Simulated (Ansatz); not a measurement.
This script makes a comparison of functionals at one structure of Tl3Zn, space group Pm-3m with Ansatz 0.2.0 through its Python package.

Script `xc_tl3zn.py`:
```python
"""One structure of Tl3Zn under several functionals."""

import ansatz as az
from tabulate import tabulate


def main() -> None:
    structure = (
        az.Lattice.of([4.800989, 0.0, 0.0], [0.0, 4.800989, 0.0], [0.0, 0.0, 4.800989])
        .atom("Zn", [0.0, 0.0, 0.0])
        .atom("Tl", [0.5, 0.0, 0.5])
        .atom("Tl", [0.5, 0.5, 0.0])
        .atom("Tl", [0.0, 0.5, 0.5])
    )

    base = (
        structure.calculation()
        .kpoints(density=3.1)
        .occupations(az.OccupationsMethod.FERMI_DIRAC, width=100 * az.meV)
        .scf(tolerance=1e-07)
        .forces()
        .stress()
    )

    rows = []
    for value in ["lda", "pbesol", "r2scan"]:
        r = base.functional(value).run(threads=1).report
        rows.append((value, r["free_energy_ev"] / len(r["lattice"]["sites"]), r["n_iterations"], sum(r["stress_gpa"][i][i] for i in range(3)) / 3, max(abs(f) for row in r["forces_ev_ang"] for f in row), r["n_kpoints"]))

    print(tabulate(rows, headers=["functional", "F/atom (eV)", "iterations", "P (GPa)", "max component (eV/A)", "k-points"], floatfmt=".4f", tablefmt="simple"))


if __name__ == "__main__":
    main()
```

Rank the functionals by the pressure that they give at this structure. What does the order say about their lattices?

From lowest to highest: LDA (-4.2 GPa), PBEsol (-2.6 GPa) and r2SCAN (-1.0 GPa). At a fixed cell a lower pressure usually means a smaller equilibrium volume, so LDA prefers the smallest cell and r2SCAN the largest.

The output:

```console
$ python xc_tl3zn.py
DeckWarning: basis.ecutwfc = 420 eV, auto-derived from the records' recommended cutoffs: set by Zn (normal level)
DeckWarning: output.stress: scf.convergence.dr2_threshold = 1e-7 eV (the SCF's general default) is looser than the 4e-10 eV advised for a printed stress (1e-10 eV for each atom of the cell: 4). What [...]
DeckWarning: basis.ecutwfc = 500 eV, auto-derived from the records' recommended cutoffs: set by Zn (their level for a meta-GGA)
functional      F/atom (eV)    iterations    P (GPa)    max component (eV/A)    k-points
------------  -------------  ------------  ---------  ----------------------  ----------
lda              -9171.3102             7    -4.1807                  0.0000          10
pbesol           -9291.8268             7    -2.5734                  0.0000          10
r2scan           -9425.1917             8    -1.0245                  0.0000          10
```
(Warnings from the package without file and line, shortened.)

Caveats:
- The mesh is modest for a metal, so energies can be off by several to tens of meV an atom and pressures by half a GPa or more; differences at equal mesh fare better.
- Forces vanish by symmetry here and test nothing.
- Pressure is positive in compression.
- Spin-orbit coupling, which matters for elements this heavy, is left out.
- The structure comes from a database of computed cells and needn't be a stable or known phase.
- Total energies of different functionals can't be compared; pressures, moments and gaps at this one structure can.
- It ran for 3.8 s on 1 thread of AMD EPYC 9R45 96-Core Processor (Zen 5), on a shared host, peak memory 0.66 GiB.

(Lines on the test bed's own set-up are left out of the output.)
